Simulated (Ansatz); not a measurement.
**Ni: energy and pressure over a range of volumes**

One table from this session's results is given with a row withheld; the runs are named, their logs left out.

Computed with Ansatz 0.2.0 (DFT LDA, scalar-relativistic, unless a step's input says otherwise).

## The structure to begin with

The structure is cubic, space group Fm-3m (No. 225). The conventional cell has a = 3.536 Å, b = 3.536 Å, c = 3.536 Å, α = 90.00°, β = 90.00°, γ = 90.00°. Ni (site symmetry m-3m) has 12 Ni at 2.50 Å as nearest neighbours.

Coordinates:

```
Ni
1.0
     0.00000    1.76795    1.76795
     1.76795    0.00000    1.76795
     1.76795    1.76795    0.00000
Ni
1
Direct
  0.00000 0.00000 0.00000
```

Set-up of the first run:

input.yaml

```yaml
crystal:
  lattice:
    - [0.0, 1.7318592609, 1.7318592609]
    - [1.7318592609, 0.0, 1.7318592609]
    - [1.7318592609, 1.7318592609, 0.0]
  atoms:
    - { symbol: Ni, position: [0.0, 0.0, 0.0], spin: 1.5 }
magnetization:
  spin_polarized: true
kpoints:
  mp_grid: { grid: [20, 20, 20] }
  band_path:
    path:
      - [0.0, 0.0, 0.0]
      - [0.5, 0.0, 0.5]
      - [0.625, 0.25, 0.625]
      - [0.375, 0.375, 0.75]
      - [0.0, 0.0, 0.0]
      - [0.5, 0.5, 0.5]
      - [0.5, 0.25, 0.75]
      - [0.5, 0.0, 0.5]
    npoints: 5
scf:
  occupations: { method: fermi_dirac, width: 0.05 }
hamiltonian:
  xc: lda
  pseudopotentials: { kind: all_electron, lapw: { basis_error: 0.00025 } }
output:
  forces: true
  stress: true
  eigenvalues: true
```

Run with:

```console
$ ansatz run input.yaml --threads 1 --pin off --max-ram 3072MiB --backend cpu --events-out ev --progress --plain --runs-dir out
```

Among the steps run: Volume × 0.94, LAPW; Volume × 0.94, PAW; Volume × 0.94, crystal datasets; Volume × 0.98, LAPW; Volume × 0.98, PAW; Volume × 0.98, crystal datasets; Volume × 1.01, LAPW; Volume × 1.01, PAW; Volume × 1.01, crystal datasets; Volume × 1.04, LAPW; Volume × 1.04, PAW; Volume × 1.04, crystal datasets.

One of the session's tables, all rows but one given; the rest of the session is left out.

```
          method  volume (Å³/atom)  pressure (GPa)  moment Ni (μB)
            LAPW            10.389               ?               ?
            LAPW            10.831          -16.22            0.64
            LAPW            11.162          -21.02            0.65
            LAPW            11.494          -24.95            0.65
             PAW            10.389           -8.08            0.64
             PAW            10.831          -16.15            0.65
             PAW            11.162          -20.95            0.66
             PAW            11.494          -24.88            0.66
crystal datasets            10.389           -8.16            0.64
crystal datasets            10.831          -16.23            0.65
crystal datasets            11.162          -21.03            0.66
crystal datasets            11.494          -24.95            0.66
```

**Question.** Estimate the row for LAPW, 10.389.

The run gave: pressure (GPa): -8.16; moment Ni (μB): 0.63.

Caveats from the session: Other magnetic orders may lie lower; this is the state that the run reached. Warnings in the runs' records: crystal datasets made, printed levels off.
